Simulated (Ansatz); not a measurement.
Working through a rigid scan of one bond length of FGeH₅Si, SMILES [F][GeH2][SiH3]

Program: the Ansatz DFT code, driven from Python.

The script reads `fgeh5si.xyz`:
```text
8

F    -2.01850    1.11180   -0.17870
Ge   -0.52320    0.60560   -0.81430
Si    0.52630   -0.64620    0.78830
H    -0.67440   -0.25130   -2.07900
H     0.35630    1.82770   -1.19870
H     0.77570    0.19380    1.99800
H     1.88170   -1.10460    0.28430
H    -0.23160   -1.79380    1.14450
```

Notebook, run cell by cell (the value of a cell's last expression is shown):

```python
import ansatz as az
import numpy as np
```

```python
fgeh5si = az.Crystal.molecule_from_extxyz("fgeh5si.xyz")

symbols = [site.symbol for site in fgeh5si.cartesian_sites]
start = np.array([site.position_ang for site in fgeh5si.cartesian_sites])
axis = (start[5] - start[2]) / np.linalg.norm(start[5] - start[2])
moving = [5]
lengths, energies = [1.314, 1.374, 1.434, 1.494, 1.553, 1.613, 1.673, 1.763], []
for length in lengths:
    xyz = start.copy()
    xyz[moving] += (length - np.linalg.norm(start[5] - start[2])) * axis
    point = az.Crystal.molecule()
    for symbol, place in zip(symbols, xyz):
        point = point.atom(symbol, place.tolist())
    setup = point.calculation().basis(gaussian="def2-SVP").correlation("mp2")
    report = setup.run().report
    energies.append(report["free_energy_ev"])
    print(f"r = {length:6.3f} A  E = {energies[-1]:.5f} eV  <S^2> = {abs(report['mean_field']['state']['spin_squared']):.3f}")

# quartic fit about the minimum
fit = np.polynomial.Polynomial.fit(lengths, np.array(energies) - min(energies), 4).convert()
roots = [r.real for r in fit.deriv().roots() if abs(r.imag) < 1e-9 and fit.deriv(2)(r.real) > 0]
r_e = min(roots, key=lambda r: abs(r - lengths[int(np.argmin(energies))]))
print(f"minimum of the fit at {r_e:.4f} A, force constant {fit.deriv(2)(r_e):.2f} eV/A^2")
```

    r =  1.314 A  E = -67123.35145 eV  <S^2> = 0.000
    r =  1.374 A  E = -67123.57058 eV  <S^2> = 0.000
    r =  1.434 A  E = -67123.68051 eV  <S^2> = 0.000
    r =  1.494 A  E = -67123.70521 eV  <S^2> = 0.000
    r =  1.553 A  E = -67123.66509 eV  <S^2> = 0.000
    r =  1.613 A  E = -67123.57400 eV  <S^2> = 0.000
    r =  1.673 A  E = -67123.44441 eV  <S^2> = 0.000
    r =  1.763 A  E = -67123.19854 eV  <S^2> = 0.000
    minimum of the fit at 1.4839 A, force constant 19.17 eV/A^2

What to keep in mind:
- Total energies depend on the basis set; only differences at equal settings carry meaning.
- The rest of the molecule is held rigid at a force-field or estimated start geometry, and the basis set is modest; single-reference methods fail as a bond breaks.
- The orbitals are restricted, so S² is zero by construction.
- S² is that of the Hartree-Fock reference.
- Wall time of the script: 11 s on 1 thread of Arm Neoverse V1, on a shared host, peak memory 0.23 GiB.
